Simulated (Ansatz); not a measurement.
# C2H5BS: two geometries relaxed

Aim: relax the geometries before and after the rotation by 180° about the B2–C3 bond, and see whether they are two minima and how far apart in energy. SMILES of the start: CBC=S.

Method: RKS BHLYP/def2-SVP, in Ansatz 0.2.0.

## 1. Starting point

Bond lengths: C1–B2 1.531 Å, B2–C3 1.544 Å, C3–S4 1.482 Å, C1–H5 1.124 Å, C1–H6 1.166 Å, C1–H7 1.113 Å, B2–H8 1.149 Å, C3–H9 1.133 Å. Angles: C1–B2–C3 121.7°, C1–B2–H8 120.8°, C3–B2–H8 117.5°, B2–C1–H5 114.1°, B2–C1–H6 111.7°, B2–C1–H7 111.4°, H5–C1–H6 106.9°, H5–C1–H7 107.5°, H6–C1–H7 104.7°, B2–C3–S4 126.1°, B2–C3–H9 119.4°, S4–C3–H9 114.5°.

As a file:

```xyz
9

C    -1.0505    0.2694   -0.5017
B    -0.0770   -0.4868    0.4071
C     1.4323   -0.1626    0.4267
S     2.1098    0.8870   -0.3709
H    -0.8099    0.1919   -1.5968
H    -1.0880    1.4056   -0.2417
H    -2.0953   -0.0865   -0.3619
H    -0.4456   -1.3352    1.0891
H     2.1127   -0.7291    1.1331
```

## 2. Relaxing end A

Contents of input.yaml:

```yaml
crystal:
  periodic: [false, false, false]
  atoms:
    - { symbol: C, position_ang: [-1.0505, 0.2694, -0.5017] }
    - { symbol: B, position_ang: [-0.077, -0.4868, 0.4071] }
    - { symbol: C, position_ang: [1.4323, -0.1626, 0.4267] }
    - { symbol: S, position_ang: [2.1098, 0.887, -0.3709] }
    - { symbol: H, position_ang: [-0.8099, 0.1919, -1.5968] }
    - { symbol: H, position_ang: [-1.088, 1.4056, -0.2417] }
    - { symbol: H, position_ang: [-2.0953, -0.0865, -0.3619] }
    - { symbol: H, position_ang: [-0.4456, -1.3352, 1.0891] }
    - { symbol: H, position_ang: [2.1127, -0.7291, 1.1331] }
basis:
  gaussian: { orbitals: def2-SVP }
hamiltonian:
  xc: { name: BHLYP }
relax:
  f_tol: 0.015
  max_steps: 40
```

Command:

```bash
ansatz run input.yaml --threads 1 --pin off --max-ram 2048MiB --backend cpu --events-out ev --progress --plain --runs-dir out
```

What it wrote, shortened:

```text
Warning: RAYON_NUM_THREADS=1 ignored (pool sized by the plan → 1); use --threads N
[...]
Functional definition: BHLYP
[...]
941 factors; integrals over basis functions are off by at most 4.6e-4 eV
[...]
mean field -13658.06269214 eV, -501.9245461686 hartree, gradient 5.9e-5 eV, S^2 0.000000; 0 other end points of the search recorded, 0 dependent functions left out
[...]
reference -13658.06284001 eV, -501.9245516029 hartree; 19, 19 occupied and 66, 66 virtual orbitals, 941 factors
relax step   1: F+E_penalty+E_count = -13658.06269214 eV  Δ(F+E_penalty+E_count) = +0.000e0 eV  max|allowed force component| = 6.124e0 eV/Å  Δτ_max = 0.0000 Å  (29 SCF iters, accepted)
[...]
relax step   5: F+E_penalty+E_count = -13658.80175630 eV  Δ(F+E_penalty+E_count) = -1.357e-3 eV  max|allowed force component| = 1.459e-1 eV/Å  Δτ_max = 0.0769 Å  (35 SCF iters, accepted)
[...]
relax step   9: F+E_penalty+E_count = -13658.83441961 eV  Δ(F+E_penalty+E_count) = +1.539e-2 eV  max|allowed force component| = 9.841e-1 eV/Å  Δτ_max = 0.1940 Å  (34 SCF iters, rejected (line search))
[...]
relax step  13: F+E_penalty+E_count = -13658.92234657 eV  Δ(F+E_penalty+E_count) = -1.513e-2 eV  max|allowed force component| = 2.289e-1 eV/Å  Δτ_max = 0.1996 Å  (34 SCF iters, accepted)
[...]
relax step  15: F+E_penalty+E_count = -13658.90842533 eV  Δ(F+E_penalty+E_count) = +1.835e-2 eV  max|allowed force component| = 6.969e-1 eV/Å  Δτ_max = 0.1965 Å  (35 SCF iters, rejected (line search))
[...]
relax step  16: F+E_penalty+E_count = -13658.93168320 eV  Δ(F+E_penalty+E_count) = -4.908e-3 eV  max|allowed force component| = 8.635e-2 eV/Å  Δτ_max = 0.0983 Å  (34 SCF iters, accepted)
```

## 3. The log goes on: end point A relaxed

The log, continued, shortened:

```text
[...]
941 factors; integrals over basis functions are off by at most 4.5e-4 eV
[...]
mean field -13658.93380831 eV, -501.9565590977 hartree, gradient 1.4e-5 eV, S^2 0.000000; 0 other end points of the search recorded, 0 dependent functions left out
[...]
reference -13658.93396053 eV, -501.9565646914 hartree; 19, 19 occupied and 66, 66 virtual orbitals, 941 factors
relax step  17: F+E_penalty+E_count = -13658.93380831 eV  Δ(F+E_penalty+E_count) = -2.125e-3 eV  max|allowed force component| = 2.015e-1 eV/Å  Δτ_max = 0.0799 Å  (36 SCF iters, accepted)
[...]
relax step  20: F+E_penalty+E_count = -13658.93829572 eV  Δ(F+E_penalty+E_count) = -1.887e-3 eV  max|allowed force component| = 1.390e-1 eV/Å  Δτ_max = 0.0588 Å  (35 SCF iters, accepted)
[...]
Total energy: -13658.94113023 eV, -501.9568281733 hartree
Atom 0 at    -1.098086     0.381798    -0.406126 Å, force    -0.006665    -0.001749     0.003464 eV/Å
Atom 1 at    -0.026969    -0.488641     0.322688 Å, force     0.011558     0.007918     0.002230 eV/Å
Atom 2 at     1.467228    -0.083575     0.433826 Å, force     0.000557    -0.002645    -0.009873 eV/Å
Atom 3 at     2.324122    -0.554965    -0.855915 Å, force    -0.004840     0.002104     0.008433 eV/Å
Atom 4 at    -0.686635     1.162401    -1.048552 Å, force     0.001652     0.001190    -0.000190 eV/Å
Atom 5 at    -1.685973     0.871485     0.385832 Å, force     0.002626    -0.003990    -0.005095 eV/Å
Atom 6 at    -1.808498    -0.226624    -0.972740 Å, force     0.000562     0.001957     0.002133 eV/Å
Atom 7 at    -0.340782    -1.527074     0.843229 Å, force    -0.004657    -0.004168    -0.000280 eV/Å
Atom 8 at     1.944094     0.418895     1.280758 Å, force    -0.000794    -0.000618    -0.000822 eV/Å
Dipole moment:    -0.237227     0.203315     0.277165 e Å
```

It took 3.6 min on 1 thread of Intel Xeon at 2.50GHz (Skylake/Cascade Lake), shared host; peak memory 0.17 GiB.

Relaxation path:

| step | energy from step 1 (eV) | largest force component (eV/Å) |
| --- | --- | --- |
| 1 | 0.0000 | 6.1239 |
| 2 | -0.5935 | 2.9261 |
| 3x | -0.4786 | 2.5129 |
| 4 | -0.7377 | 0.1399 |
| 5 | -0.7391 | 0.1459 |
| 6 | -0.7506 | 0.1699 |
| 7 | -0.7745 | 0.1405 |
| 8 | -0.7871 | 0.6663 |
| 9x | -0.7717 | 0.9841 |
| 10 | -0.8124 | 0.3016 |
| 11 | -0.8291 | 0.2062 |
| 12 | -0.8445 | 0.2375 |
| 13 | -0.8597 | 0.2289 |
| 14 | -0.8641 | 0.1587 |
| 15x | -0.8457 | 0.6969 |
| 16 | -0.8690 | 0.0863 |
| 17 | -0.8711 | 0.2015 |
| 18 | -0.8723 | 0.1311 |
| 19 | -0.8737 | 0.1044 |
| 20 | -0.8756 | 0.1390 |
| 21 | -0.8765 | 0.1021 |
| 22 | -0.8770 | 0.0862 |
| 23 | -0.8773 | 0.0805 |
| 24 | -0.8777 | 0.0690 |
| 25 | -0.8781 | 0.0381 |
| 26 | -0.8781 | 0.0320 |
| 27 | -0.8782 | 0.0252 |
| 28 | -0.8783 | 0.0116 |

Step 1 is the start. 3 steps were tried and not accepted (3, 9, 15; marked x where the table lists them).

After: Bond lengths: C1–B2 1.561 Å, B2–C3 1.552 Å, C3–S4 1.619 Å, C1–H5 1.091 Å, C1–H6 1.101 Å, C1–H7 1.094 Å, B2–H8 1.203 Å, C3–H9 1.094 Å. Angles: C1–B2–C3 123.3°, C1–B2–H8 120.3°, C3–B2–H8 116.4°, B2–C1–H5 114.5°, B2–C1–H6 106.2°, B2–C1–H7 112.2°, H5–C1–H6 107.8°, H5–C1–H7 109.7°, H6–C1–H7 105.9°, B2–C3–S4 112.1°, B2–C3–H9 126.5°, S4–C3–H9 121.3°.

## 4. End point B

The second end starts from a geometry with the move made by hand.

input.yaml, as its differences from that of step 2:

```diff
@@ -6,3 +6,3 @@
     - { symbol: C, position_ang: [1.4323, -0.1626, 0.4267] }
-    - { symbol: S, position_ang: [2.1098, 0.887, -0.3709] }
+    - { symbol: S, position_ang: [2.46099, -0.84571, 1.24646] }
     - { symbol: H, position_ang: [-0.8099, 0.1919, -1.5968] }
@@ -11,3 +11,3 @@
     - { symbol: H, position_ang: [-0.4456, -1.3352, 1.0891] }
-    - { symbol: H, position_ang: [2.1127, -0.7291, 1.1331] }
+    - { symbol: H, position_ang: [1.83741, 0.63707, -0.2656] }
 basis:
@@ -19 +19,3 @@
   max_steps: 40
+output:
+  orbitals: {}
```

Command:

```bash
ansatz run input.yaml --threads 1 --pin off --max-ram 2048MiB --backend cpu --events-out ev --progress --plain --runs-dir out
```

What it wrote, shortened:

```text
Warning: RAYON_NUM_THREADS=1 ignored (pool sized by the plan → 1); use --threads N
[...]
[... 1 set-up line as earlier in the session ...]
[...]
942 factors; integrals over basis functions are off by at most 4.6e-4 eV
[...]
mean field -13658.09512111 eV, -501.9257379113 hartree, gradient 8.8e-5 eV, S^2 0.000000; 0 other end points of the search recorded, 0 dependent functions left out
[...]
reference -13658.09527066 eV, -501.9257434074 hartree; 19, 19 occupied and 66, 66 virtual orbitals, 942 factors
relax step   1: F+E_penalty+E_count = -13658.09512111 eV  Δ(F+E_penalty+E_count) = +0.000e0 eV  max|allowed force component| = 5.726e0 eV/Å  Δτ_max = 0.0000 Å  (27 SCF iters, accepted)
[...]
relax step   4: F+E_penalty+E_count = -13658.80169315 eV  Δ(F+E_penalty+E_count) = -1.194e-1 eV  max|allowed force component| = 3.367e-1 eV/Å  Δτ_max = 0.0966 Å  (35 SCF iters, accepted)
[...]
relax step   7: F+E_penalty+E_count = -13658.81366843 eV  Δ(F+E_penalty+E_count) = +5.143e-3 eV  max|allowed force component| = 7.705e-1 eV/Å  Δτ_max = 0.1455 Å  (36 SCF iters, rejected (line search))
[...]
relax step  10: F+E_penalty+E_count = -13658.83841737 eV  Δ(F+E_penalty+E_count) = -8.207e-3 eV  max|allowed force component| = 4.503e-1 eV/Å  Δτ_max = 0.1469 Å  (34 SCF iters, accepted)
[...]
relax step  13: F+E_penalty+E_count = -13658.91184280 eV  Δ(F+E_penalty+E_count) = -4.430e-2 eV  max|allowed force component| = 2.275e-1 eV/Å  Δτ_max = 0.2000 Å  (34 SCF iters, accepted)
[...]
relax step  14: F+E_penalty+E_count = -13658.92282694 eV  Δ(F+E_penalty+E_count) = -1.098e-2 eV  max|allowed force component| = 1.599e-1 eV/Å  Δτ_max = 0.1076 Å  (34 SCF iters, accepted)
[...]
942 factors; integrals over basis functions are off by at most 4.4e-4 eV
mean field -13658.91590465 eV, -501.9559011502 hartree, gradient 1.8e-5 eV, S^2 0.000000; 0 other end points of the search recorded, 0 dependent functions left out
[...]
reference -13658.91605784 eV, -501.9559067798 hartree; 19, 19 occupied and 66, 66 virtual orbitals, 942 factors
```

## 5. The output, continued: end point B relaxed

Output, continued, shortened:

```text
relax step  15: F+E_penalty+E_count = -13658.91590465 eV  Δ(F+E_penalty+E_count) = +6.922e-3 eV  max|allowed force component| = 6.569e-1 eV/Å  Δτ_max = 0.1950 Å  (34 SCF iters, rejected (line search))
[...]
relax step  17: F+E_penalty+E_count = -13658.93352325 eV  Δ(F+E_penalty+E_count) = -3.047e-3 eV  max|allowed force component| = 2.773e-1 eV/Å  Δτ_max = 0.0998 Å  (36 SCF iters, accepted)
[...]
relax step  19: F+E_penalty+E_count = -13658.93815110 eV  Δ(F+E_penalty+E_count) = -2.081e-3 eV  max|allowed force component| = 1.803e-1 eV/Å  Δτ_max = 0.0300 Å  (36 SCF iters, accepted)
[...]
relax step  21: F+E_penalty+E_count = -13658.93387536 eV  Δ(F+E_penalty+E_count) = +5.787e-3 eV  max|allowed force component| = 3.153e-1 eV/Å  Δτ_max = 0.0415 Å  (36 SCF iters, rejected (line search))
[...]
Total energy: -13658.94106446 eV, -501.9568257561 hartree
Atom 0 at    -1.033156     0.114934    -0.615915 Å, force     0.014596     0.000877     0.012231 eV/Å
Atom 1 at    -0.075240    -0.142189     0.589663 Å, force     0.007540    -0.008260    -0.008170 eV/Å
Atom 2 at     1.468838    -0.023874     0.490003 Å, force    -0.008244     0.007726    -0.006250 eV/Å
Atom 3 at     2.148703    -1.409587     0.004086 Å, force     0.003192    -0.005749    -0.000542 eV/Å
Atom 4 at    -0.538857     0.160281    -1.587757 Å, force    -0.000672    -0.000957    -0.008062 eV/Å
Atom 5 at    -1.506454     1.090814    -0.429768 Å, force    -0.006028     0.011470    -0.001189 eV/Å
Atom 6 at    -1.850566    -0.610305    -0.650435 Å, force    -0.009659    -0.007981    -0.004391 eV/Å
Atom 7 at    -0.524022    -0.445133     1.663699 Å, force    -0.003986     0.001005     0.011052 eV/Å
Atom 8 at     2.075154     0.852218     0.738085 Å, force     0.003261     0.001868     0.005320 eV/Å
Dipole moment:    -0.180379     0.375927     0.027936 e Å
```

It took 3 min on 1 thread of Intel Xeon at 2.50GHz (Skylake/Cascade Lake), shared host; peak memory 0.17 GiB.

Step by step:

| step | energy from step 1 (eV) | largest force component (eV/Å) |
| --- | --- | --- |
| 1 | 0.0000 | 5.7264 |
| 2 | -0.5872 | 2.3482 |
| 3x | -0.5278 | 2.3079 |
| 4 | -0.7066 | 0.3367 |
| 5 | -0.7165 | 0.1902 |
| 6 | -0.7237 | 0.1630 |
| 7x | -0.7185 | 0.7705 |
| 8 | -0.7264 | 0.2166 |
| 9 | -0.7351 | 0.1522 |
| 10 | -0.7433 | 0.4503 |
| 11 | -0.7687 | 0.3057 |
| 12 | -0.7724 | 0.6955 |
| 13 | -0.8167 | 0.2275 |
| 14 | -0.8277 | 0.1599 |
| 15x | -0.8208 | 0.6569 |
| 16 | -0.8354 | 0.0766 |
| 17 | -0.8384 | 0.2773 |
| 18 | -0.8409 | 0.2455 |
| 19 | -0.8430 | 0.1803 |
| 20 | -0.8445 | 0.0925 |
| 21x | -0.8388 | 0.3153 |
| 22 | -0.8454 | 0.0373 |
| 23 | -0.8457 | 0.0200 |
| 24 | -0.8458 | 0.0146 |

Step 1 is the start. 4 steps were tried and not accepted (3, 7, 15, 21; marked x where the table lists them).

After: Bond lengths: C1–B2 1.561 Å, B2–C3 1.552 Å, C3–S4 1.618 Å, C1–H5 1.091 Å, C1–H6 1.100 Å, C1–H7 1.093 Å, B2–H8 1.203 Å, C3–H9 1.094 Å. Angles: C1–B2–C3 123.3°, C1–B2–H8 120.1°, C3–B2–H8 116.6°, B2–C1–H5 114.6°, B2–C1–H6 106.2°, B2–C1–H7 112.0°, H5–C1–H6 108.0°, H5–C1–H7 109.8°, H6–C1–H7 105.8°, B2–C3–S4 111.8°, B2–C3–H9 126.7°, S4–C3–H9 121.4°.

## 6. Results

| quantity | value |
| --- | --- |
| end A | 24 moves, 0.878 eV lower |
| end B | 19 moves, 0.846 eV lower |
| largest difference between the ends | 0.03 Å |
| end B relative to end A | +0.000 eV |

The two relaxations end at one structure, within 0.03 Å: no second minimum was found from this start, which doesn't rule one out.
